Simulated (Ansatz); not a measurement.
Write a Python script for Ansatz 0.2.0 through its Python package that makes an SCF with some post-processing of Rb2LiScCl6, space group Fm-3m. Use: LDA, PAW, cutoff 260 eV, 3×3×3 k-points, fixed occupations.

```
CELL_PARAMETERS angstrom
0.00000 5.11618 5.11618
5.11618 0.00000 5.11618
5.11618 5.11618 0.00000
ATOMIC_POSITIONS crystal
Rb 0.75000 0.75000 0.75000
Rb 0.25000 0.25000 0.25000
Li 0.50000 0.50000 0.50000
Sc 0.00000 0.00000 0.00000
Cl 0.75536 0.24464 0.24464
Cl 0.24464 0.24464 0.75536
Cl 0.24464 0.75536 0.75536
Cl 0.24464 0.75536 0.24464
Cl 0.75536 0.24464 0.75536
Cl 0.75536 0.75536 0.24464
```

`report_rb2lisccl6.py`
```python
"""Bonding analysis of Rb2LiScCl6."""

from pathlib import Path

import ansatz as az
from ase import Atoms
from ase.data import atomic_numbers
import numpy as np
from pymatgen.core import Structure
from scipy.ndimage import map_coordinates
import spglib

atoms = Atoms(
    ["Rb", "Rb", "Li", "Sc", "Cl", "Cl", "Cl", "Cl", "Cl", "Cl"],
    scaled_positions=[
        (0.75, 0.75, 0.75),
        (0.25, 0.25, 0.25),
        (0.5, 0.5, 0.5),
        (0.0, 0.0, 0.0),
        (0.755364, 0.244636, 0.244636),
        (0.244636, 0.244636, 0.755364),
        (0.244636, 0.755364, 0.755364),
        (0.244636, 0.755364, 0.244636),
        (0.755364, 0.244636, 0.755364),
        (0.755364, 0.755364, 0.244636),
    ],
    cell=[
        (0.0, 5.116178, 5.116178),
        (5.116178, 0.0, 5.116178),
        (5.116178, 5.116178, 0.0),
    ],
    pbc=True,
)
crystal = az.Crystal.from_ase(atoms)

setup = (
    crystal.calculation()
    .functional("lda")
    .pseudopotentials("paw")
    .basis(260)
    .kpoints(mesh=(3, 3, 3), shift=0.5)  # the mesh must be finer for metals
    .occupations("Fixed")  # no smearing
    .eigensolver("auto")
    .scf(tolerance=1e-08)
    .density_of_states(energy_step=0.05, method="smearing", broadening_width=0.1)  # states per eV and cell
    .density()  # keep the density on its grid
    .potential()
    .output_files(volumetric_format=["xsf", "npy"])
    .band_table()
    .populations()  # projection on atomic orbitals
)
res = setup.run()
report = res.report

for key in ("converged", "n_iterations", "n_electrons", "n_kpoints", "n_pw", "n_symmetry_ops", "free_energy_ev", "fermi_energy_ev"):
    print(f"{key:18s} {report[key]}")

dos = res.density_of_states()
energy = np.asarray(dos.energies_ev) - dos.fermi_ev
states, count = np.asarray(dos.spin_summed_g_bin_mean_per_ev), np.asarray(dos.spin_summed_integrated)
g_fermi = float(np.interp(0.0, energy, states))
print(f"g(E_F) = {g_fermi:.3f} states/eV per cell")
for low, high in ((-10, -6), (-6, -3), (-3, 0), (0, 3)):
    print(f"states between {low} and {high} eV: {np.interp(high, energy, count) - np.interp(low, energy, count):.3f}")

final = Structure(res.lattice.cell_ang, [s.symbol for s in res.lattice.sites], [s.position_frac for s in res.lattice.sites])
# the grid holds the pseudo-density, which differs from the true one inside the cores
rho = res.density()
total = sum(channel.density_e_per_ang3 for channel in rho.channels[:2])
grid_cell = np.asarray(rho.fft_grid_basis) @ res.lattice.cell_ang
partner = min(final.get_neighbors(final[0], 5.0), key=lambda n: n.nn_distance)
line = np.linspace(final[0].coords, partner.coords, 13)
points = (line @ np.linalg.inv(grid_cell)) * rho.dims
values = map_coordinates(total, points.T, order=3, mode="grid-wrap")
print(f"from {final[0].specie} to {partner.specie}, {partner.nn_distance:.3f} A")
for t, value in zip(np.linspace(0, partner.nn_distance, 13), values):
    print(f"{t:7.3f} A  {value:9.4f} e/A^3")

folder = Path(res.write_results("volumes"))
print(sorted(path.name for path in folder.iterdir()))
head = (folder / "rho.xsf").read_text().split("BEGIN_BLOCK")[0]
print(head)

table = np.array(report["eigenvalues_ev"]) - report["fermi_energy_ev"]
filling = np.array(report["occupations"])
weights = np.tile(report["kweights"], len(table) // len(report["kweights"]))
print("band   lowest  highest (eV from E_F)  electrons")
for band in range(table.shape[1]):
    if table[:, band].max() > -8:
        print(f"{band + 1:4d} {table[:, band].min():8.3f} {table[:, band].max():8.3f} {weights @ filling[:, band]:18.4f}")
print("electrons counted from the table:", round(float(weights @ filling.sum(axis=1)), 5))

spg_cell = (res.lattice.cell_ang, [s.position_frac for s in res.lattice.sites], [atomic_numbers[s.symbol] for s in res.lattice.sites])
# the group found depends on the tolerance
found = spglib.get_symmetry_dataset(spg_cell, symprec=1e-3)
print(found.international, found.number, "point group", found.pointgroup)
for site, letter, group in zip(res.lattice.sites, found.wyckoffs, found.site_symmetry_symbols):
    print(f"  {site.symbol:2s} Wyckoff {letter}  site symmetry {group}")

files = Path(res.write_results("tables"))
print((files / "populations.tsv").read_text())
```

```console
$ python report_rb2lisccl6.py
DeckWarning: basis.ecutwfc = 260 eV is below the records' recommended 420 eV, and the density's cutoff is lower with it unless basis.ecutrho_ratio is high enough to keep the records' density cutoff: compare with a run at a higher cutoff
DeckWarning: crystal.symmetry: narrowed to the stabiliser of the k-point mesh — unitary ops 48 → 12; excluded 36 operations that carry a point of the 3×3×3 mesh (shift [0.5, 0.5, 0.5]) off the mesh (the run samples exactly the mesh kpoints.mp_grid names, as under crystal.symmetry.detect: false, and its converged state has the mesh's symmetry, not the crystal's; ε∞, the Born charges and the force constants of a linear response (`dielectric:` by the response, `phonons.method: dfpt`) are averaged [...]
converged          True
n_iterations       8
n_electrons        74.0
n_kpoints          6
n_pw               2637
n_symmetry_ops     12
free_energy_ev     -14916.471214424078
fermi_energy_ev    1.8383981281426427
g(E_F) = 6.537 states/eV per cell
states between -10 and -6 eV: 12.000
states between -6 and -3 eV: 0.548
states between -3 and 0 eV: 34.972
states between 0 and 3 eV: 0.480
from Rb to Cl, 3.618 A
  0.000 A     0.8830 e/A^3
  0.302 A     1.7930 e/A^3
  0.603 A     1.9665 e/A^3
  0.905 A     0.8758 e/A^3
  1.206 A     0.2370 e/A^3
  1.508 A     0.0670 e/A^3
  1.809 A     0.0426 e/A^3
  2.111 A     0.0868 e/A^3
  2.412 A     0.2483 e/A^3
  2.714 A     0.7480 e/A^3
  3.015 A     1.7244 e/A^3
  3.317 A     1.0750 e/A^3
  3.618 A    -0.2375 e/A^3
['dos.tsv', 'fields.json', 'populations.tsv', 'rho.npy', 'rho.xsf', 'rho_z.tsv', 'v_es.npy', 'v_es.xsf', 'v_tot.npy', 'v_tot.xsf', 'v_z.tsv']
CRYSTAL
PRIMVEC
    0.000000    5.116178    5.116178
    5.116178    0.000000    5.116178
    5.116178    5.116178    0.000000
PRIMCOORD
   10    1
   37    7.674267    7.674267    7.674267
   37    2.558089    2.558089    2.558089
    3    5.116178    5.116178    5.116178
   21    0.000000    0.000000    0.000000
   17    2.503203    5.116178    5.116178
   17    5.116178    5.116178    2.503203
   17    7.729153    5.116178    5.116178
   17    5.116178    2.503203    5.116178
   17    5.116178    7.729153    5.116178
   17    5.116178    5.116178    7.729153

band   lowest  highest (eV from E_F)  electrons
  20   -3.272   -2.707             2.0000
  21   -2.570   -2.293             2.0000
  22   -2.202   -2.031             2.0000
  23   -2.202   -1.982             2.0000
  24   -2.045   -1.796             2.0000
  25   -1.911   -1.614             2.0000
  26   -1.911   -1.596             2.0000
  27   -1.628   -1.547             2.0000
  28   -1.580   -1.491             2.0000
  29   -1.368   -0.735             2.0000
  30   -1.090   -0.735             2.0000
  31   -1.090   -0.599             2.0000
  32   -0.808   -0.383             2.0000
  33   -0.647   -0.290             2.0000
  34   -0.596   -0.290             2.0000
  35   -0.562   -0.041             2.0000
  36   -0.428   -0.041             2.0000
  37   -0.251    0.000             2.0000
  38    3.680    3.810             0.0000
  39    3.703    3.950             0.0000
  40    3.703    3.963             0.0000
  41    4.835    5.357             0.0000
  42    5.159    5.426             0.0000
  43    5.405    7.238             0.0000
  44    6.757    7.602             0.0000
  45    6.824    7.960             0.0000
  46    6.861    8.017             0.0000
  47    7.108    8.334             0.0000
electrons counted from the table: 74.0
Fm-3m 225 point group m-3m
  Rb Wyckoff c  site symmetry -43m
  Rb Wyckoff c  site symmetry -43m
  Li Wyckoff b  site symmetry m-3m
  Sc Wyckoff a  site symmetry m-3m
  Cl Wyckoff e  site symmetry 4m.m
  Cl Wyckoff e  site symmetry 4m.m
  Cl Wyckoff e  site symmetry 4m.m
  Cl Wyckoff e  site symmetry 4m.m
  Cl Wyckoff e  site symmetry 4m.m
  Cl Wyckoff e  site symmetry 4m.m
# site	symbol	l	j	q
# orbitals = lowdin
# n_electrons = 74.000000
# spilling = 0.003701
0	Rb	0_4S	-	1.990196
0	Rb	0_5S	-	0.265329
0	Rb	1_4P	-	5.986679
1	Rb	0_4S	-	1.990196
1	Rb	0_5S	-	0.265329
1	Rb	1_4P	-	5.986679
2	Li	0_1S	-	1.989573
2	Li	0_2S	-	0.348904
3	Sc	0_3S	-	1.981265
3	Sc	0_4S	-	0.449909
3	Sc	1_3P	-	5.996562
3	Sc	2_3D	-	1.613027
4	Cl	0_3S	-	1.885438
4	Cl	1_3P	-	5.591646
5	Cl	0_3S	-	1.885438
5	Cl	1_3P	-	5.591646
6	Cl	0_3S	-	1.885438
6	Cl	1_3P	-	5.591646
7	Cl	0_3S	-	1.885438
7	Cl	1_3P	-	5.591646
8	Cl	0_3S	-	1.885438
8	Cl	1_3P	-	5.591646
9	Cl	0_3S	-	1.885438
9	Cl	1_3P	-	5.591646
```
(Warnings from the package without file and line, shortened.)

What to keep in mind:
- These settings explore the input space; cutoff and mesh may be short of convergence.
- The cutoff lies under the one recommended for these potentials.
- Spin is left out of this run.
- Semilocal gaps usually lie well under measured ones.
- With fixed filling the reported Fermi level is the top filled level among the k-points of the SCF.
- An absolute Fermi energy rests on an arbitrary zero of the periodic potential and has no direct meaning.
- The crystal has a gap of about 3.68 eV on the mesh; any density of states at or just above the Fermi level is the tail of the broadening.
- Grid values close to the nuclei reflect the PAW or pseudopotential construction, not the all-electron fields.
- The structure comes from a database of computed cells and needn't be a stable or known phase.
- Levels are Kohn-Sham eigenvalues on this mesh, without spin-orbit coupling.
- The computed bands are complete only to about 7.1 eV above the Fermi level; beyond that the density of states is undercounted.
- Hardware and time: 4.2 s on 1 thread of Arm Neoverse V1 (shared host), peak memory 0.48 GiB.

(Lines on the test bed's own set-up are left out of the output.)
